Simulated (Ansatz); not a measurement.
# CH₂BClOS: a ladder of functionals and wavefunction methods

Aim: compute CH₂BClOS with functionals from several rungs and with coupled cluster, and see how far each lands from CCSD(T) at the basis-set limit for the atomisation energy.

Method: functionals in def2-TZVPP, the program's frozen cores in correlated methods; program: Ansatz 0.2.0, Gaussian basis.

The runs, in order: LDA (SPW92), PBE-D4, revPBE-D4, BLYP-D4, r2SCAN-D4, B97M-V, PBE0-D4, B3LYP-D4, r2SCANh-D4, r2SCAN0-D4, HSE06-D4, BHLYP-D4, CAM-B3LYP-D4, LC-ωPBE, ωB97X-V, ωB97M-V, B2PLYP, PBE-QIDH; CCSD(T)/def2-SVP; CCSD(T)/def2-TZVPP; MP2/def2-QZVPP; extrapolation to the limit; RPA on PBE.

## Step 1: The geometry

All runs share one geometry, relaxed beforehand with PBE0-D4 in a triple-zeta def2 set.

7 atoms, charge 0, spin multiplicity 1.

Atoms are counted from 1 here; the program's logs count them from 0.

Bond lengths: O1–B2 1.336 Å, O1–H6 0.973 Å, B2–Cl3 1.753 Å, B2–C4 1.581 Å, C4–S5 1.613 Å, C4–H7 1.091 Å. Angles: B2–O1–H6 109.2°, O1–B2–Cl3 119.9°, O1–B2–C4 120.6°, Cl3–B2–C4 119.6°, B2–C4–S5 120.3°, B2–C4–H7 120.1°, S5–C4–H7 119.6°.

## Step 2: LDA

This LDA is Slater exchange with PW92 correlation.

in.yaml reads:

```yaml
crystal:
  periodic: [false, false, false]
  atoms:
    - {symbol: O, position_ang: [-0.196461, 0.016017, 1.563432]}
    - {symbol: B, position_ang: [0.132939, -0.564544, 0.406506]}
    - {symbol: Cl, position_ang: [0.665170, -2.234737, 0.388189]}
    - {symbol: C, position_ang: [0.047513, 0.241535, -0.950679]}
    - {symbol: S, position_ang: [-0.439500, 1.779168, -0.956038]}
    - {symbol: H, position_ang: [-0.466794, 0.935094, 1.393984]}
    - {symbol: H, position_ang: [0.318433, -0.240632, -1.891193]}
basis:
  gaussian: {orbitals: def2-TZVPP}
hamiltonian: {xc: lda}
output: {orbitals: {seedname: orbitals}}
```

Command:

```console
> ansatz run in.yaml --threads 2 --pin off --events-out ev --progress --plain --max-ram 4352MiB
```

Further steps of the session: PBE-D4 (GGA); revPBE-D4 (GGA); BLYP-D4 (GGA); r2SCAN-D4 (meta-GGA); B97M-V (meta-GGA); PBE0-D4 (hybrid); B3LYP-D4 (hybrid); r2SCANh-D4 (hybrid); r2SCAN0-D4 (hybrid); HSE06-D4 (hybrid); BHLYP-D4 (hybrid); CAM-B3LYP-D4 (range-separated); LC-ωPBE (range-separated); ωB97X-V (range-separated); ωB97M-V (range-separated); B2PLYP (double hybrid); PBE-QIDH (double hybrid); CCSD(T) in def2-SVP; CCSD(T) in def2-TZVPP; MP2 in def2-QZVPP; RPA on PBE orbitals.

Before running them: what should the planned runs give, taken together? Wanted: atomisation energy, CCSD(T)/CBS; farthest beyond LDA; mean size of error, GGA; mean size of error, meta-GGA; mean size of error, hybrid; mean size of error, range-separated; mean size of error, double hybrid; gap, smallest and largest; T1 diagnostic.

As calculated:

```
                               quantity                                                  value
        atomisation energy, CCSD(T)/CBS                                         666.4 kcal/mol
functionals within 3.3 kcal/mol (0.5 %)  B3LYP-D4, r2SCANh-D4, CAM-B3LYP-D4, ωB97X-V, PBE-QIDH
                    farthest beyond LDA                              BHLYP-D4 (-29.0 kcal/mol)
                mean size of error, GGA                                          12.2 kcal/mol
           mean size of error, meta-GGA                                           8.5 kcal/mol
             mean size of error, hybrid                                           9.3 kcal/mol
    mean size of error, range-separated                                           2.9 kcal/mol
      mean size of error, double hybrid                                           3.0 kcal/mol
              gap, smallest and largest               1.48 eV (LDA (SPW92)), 8.67 eV (LC-ωPBE)
                          T1 diagnostic                                                 0.0147
triples share of the correlation energy                                                  4.6 %
```

**Reading.** LDA overbinds by 118.7 kcal/mol (18 %). PBE-D4 misses by +27.3 kcal/mol. Double hybrids carry the basis error of their MP2 part in triple zeta, and no dispersion term here, so their miss is partly the set-up's. The rungs range-separated, double hybrid miss on average by less than the doubt on the reference (3.3 kcal/mol), so they tie. Misses under about 3.3 kcal/mol are within the doubt on the reference itself, which lacks core-valence correlation, relativity and higher excitations. Hartree-Fock recovers 71 % of the binding; the rest is correlation. CCSD(T) in def2-SVP is off by -34.7 kcal/mol, which most functionals beat. The gap grows from 1.5 to 8.7 eV across the functionals, mostly with the share of exact exchange. The restricted reference is unstable towards a spin-broken one.
